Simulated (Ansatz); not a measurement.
A nudged elastic band was laid between two geometries of a periodic cell of 15 atoms, Zn6CO6F2 (surface ZnO(111), adsorbate CF2).

These are results of DFT PBE, scalar-relativistic, plane waves, PAW in Ansatz, not measurements. Settings: PAW set soft_1, cutoff 420 eV, k mesh 2x2x1, gaussian smearing 0.02 eV, no spin polarisation.

```json
{"movable images": "3", "climbing image": "yes", "spring": "5.0 eV/Å²", "optimiser": "quadratic models (default)", "start path": "default", "force threshold": "0.2 eV/Å", "iteration limit": "50", "end points": "relaxed", "atoms held": "1 to 1"}
```

Initial state:

```xyz
15
Lattice="5.8041 0.0000 0.0000 -2.9021 5.4880 0.0000 0.0000 0.0000 17.5871" Properties=species:S:1:pos:R:3
Zn 1.935 0.000 1.000
Zn 1.254 2.894 1.684
O -0.393 3.924 1.594
O 0.720 1.284 0.750
Zn 5.350 0.685 2.374
Zn 4.175 3.267 2.980
O 2.412 4.200 2.699
O 3.606 1.415 2.748
Zn 2.208 0.820 3.908
Zn 1.323 3.756 4.269
O -1.195 4.513 4.627
O 0.726 1.959 3.553
C -0.117 4.373 5.462
F 0.111 5.719 5.996
F -0.454 3.633 6.551
```

Final state:

```xyz
15
Lattice="5.8041 0.0000 0.0000 -2.9021 5.4880 0.0000 0.0000 0.0000 17.5871" Properties=species:S:1:pos:R:3
Zn 1.935 0.000 1.000
Zn 0.621 2.631 1.269
O -0.979 3.655 1.306
O 0.408 0.934 0.469
Zn 5.139 0.271 2.052
Zn 3.457 2.818 2.255
O 1.808 3.841 2.295
O 3.259 0.875 2.180
Zn 2.193 0.727 3.848
Zn 0.967 3.173 4.011
O -0.494 5.190 5.517
O 0.451 1.386 3.355
C 0.145 4.138 5.521
F -2.853 2.550 4.439
F 0.257 3.573 6.739
```

Q: What changes between the two ends?

A: Contacts lost: Zn6–O11, C13–F14. Contacts made: Zn1–O8. The atom that moves furthest is F14, by 4.61 Å.

Q: What energy profile does the band end with?

A: The run converged. The highest image is number 1 of 0 to 4, 0.135 eV above the first end and 1.635 eV above the last; the last end lies 1.500 eV below the first. The threshold of 0.2 eV/Å is loose, so the images may lie well off the minimum-energy path. The order of the stationary point at the top wasn't checked. A band with more images between the same ends climbed to 1.58 eV, so this one has probably stepped over the top. Limits of this set-up: coarse k mesh, thin slab, slab without dipole correction.

```
image  path coordinate (Å)  energy (eV)  Zn6–O11 (Å)  C13–F14 (Å)  Zn1–O8 (Å)
    0                 0.00        0.000         2.11         1.47        2.80
    1                 2.69        0.135         3.17         1.66        1.94
    2                 6.02       -0.447         3.65         3.53        1.87
    3                 9.35       -0.521         4.75         2.58        1.86
    4                12.68       -1.500         4.44         3.40        1.98
```

Q: What is the geometry of the highest image?

A: 
```xyz
15
Lattice="5.8041 0.0000 0.0000 -2.9021 5.4880 0.0000 0.0000 0.0000 17.5871" Properties=species:S:1:pos:R:3:forces:R:3
Zn 1.935 0.000 1.000 -0.01 0.06 0.03
Zn 0.650 2.614 1.302 -0.01 -0.02 0.01
O -0.945 3.639 1.124 0.02 -0.03 -0.01
O 0.393 0.916 0.453 -0.01 0.03 -0.02
Zn 4.985 0.290 1.851 0.02 0.02 0.04
Zn 3.509 2.773 2.079 0.00 -0.02 -0.04
O 1.916 3.856 2.338 0.02 0.00 -0.04
O 3.176 0.907 2.181 -0.05 -0.01 0.03
Zn 1.334 0.506 4.089 0.17 0.04 0.06
Zn 0.875 3.492 3.935 -0.07 0.03 0.07
O -1.577 4.222 4.802 0.08 -0.05 0.06
O 0.264 1.698 3.239 -0.02 -0.06 0.00
C -0.359 4.185 5.294 -0.10 -0.08 -0.15
F -0.007 5.801 5.443 -0.04 0.11 -0.09
F -0.310 3.776 6.576 -0.01 -0.01 0.05
```

The band took 29 iterations and about 20 core-minutes.

Time of the run: 14 min on 2 threads of Arm Neoverse V1, with other jobs on the host, peak memory 1.4 GiB.
